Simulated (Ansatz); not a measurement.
This script makes vertical energies of changing the electron count of F2GeH3N, SMILES [NH2][GeH]([F])[F] with Ansatz 0.2.0, Python API.

Input file `f2geh3n.xyz`:
```text
7

N    -0.50610    1.05270    0.04760
Ge    0.49310   -0.44350   -0.02990
F     1.36310   -0.59690    1.45730
F    -0.45970   -1.83520   -0.24820
H    -1.23830    0.95300    0.79370
H    -1.10480    1.13860   -0.85300
H     1.51400   -0.33670   -1.21310
```

Script `f2geh3n.py`:
```python
'''Vertical ionisation energy and electron affinity of F2GeH3N.'''

import ansatz


def energy_of(molecule, charge=0, unpaired=0):
    calc = molecule.calculation().basis(gaussian='def2-SVPD').functional('B3LYP', dispersion='d4')
    if charge:
        calc = calc.charge(charge)
    if unpaired:
        calc = calc.spin('collinear', total=unpaired)
    return calc.run(threads=1).report['free_energy_ev']

molecule = ansatz.Crystal.molecule_from_extxyz('f2geh3n.xyz')

# total-energy differences at one geometry
parent = energy_of(molecule, 0, 0)
cation = energy_of(molecule, 1, 1)
print(f'E(N)   = {parent:.5f} eV')
print(f'E(N-1) = {cation:.5f} eV  (1 unpaired)')
print(f'vertical ionisation energy {cation - parent:.3f} eV')
anion = energy_of(molecule, -1, 1)
print(f'E(N+1) = {anion:.5f} eV  (1 unpaired)')
print(f'vertical electron affinity {parent - anion:.3f} eV' + ('' if anion < parent else ' (unbound in this basis)'))
print(f'fundamental gap IP - EA = {cation + anion - 2 * parent:.3f} eV')
```

What does it cost to change the electron count at this fixed geometry?

At this unrelaxed geometry removing an electron costs 11.38 eV and an added one is unbound in this basis (by 1.03 eV).

What the script printed:

```console
$ python f2geh3n.py
E(N)   = -63482.64565 eV
E(N-1) = -63471.26327 eV  (1 unpaired)
vertical ionisation energy 11.382 eV
E(N+1) = -63481.61961 eV  (1 unpaired)
vertical electron affinity -1.026 eV (unbound in this basis)
fundamental gap IP - EA = 12.408 eV
```

Caveats:
- Total energies depend on the basis set; only differences at equal settings carry meaning.
- The geometry is a force-field or estimated start, not a minimum of this method, and the basis set is short of its limit. All parts are taken at fixed geometry, without zero-point energy. At an unrelaxed start these energies can be a whole eV from those at the minimum, and a small affinity can change sign.
- b3lyp holds the VWN-RPA fit, as in Gaussian; the form of ORCA and Turbomole is b3lyp5.
- A negative electron affinity means that the anion is unbound here; its size hangs on the basis and tends to about zero as the basis grows, and so does its part in any gap built on it.
- Timing: 34 s on 1 thread of Intel(R) Xeon(R) Platinum 8259CL CPU @ 2.50GHz (Skylake/Cascade Lake), on a shared host, peak memory 0.45 GiB.

(Lines on the test bed's own set-up are left out of the output.)
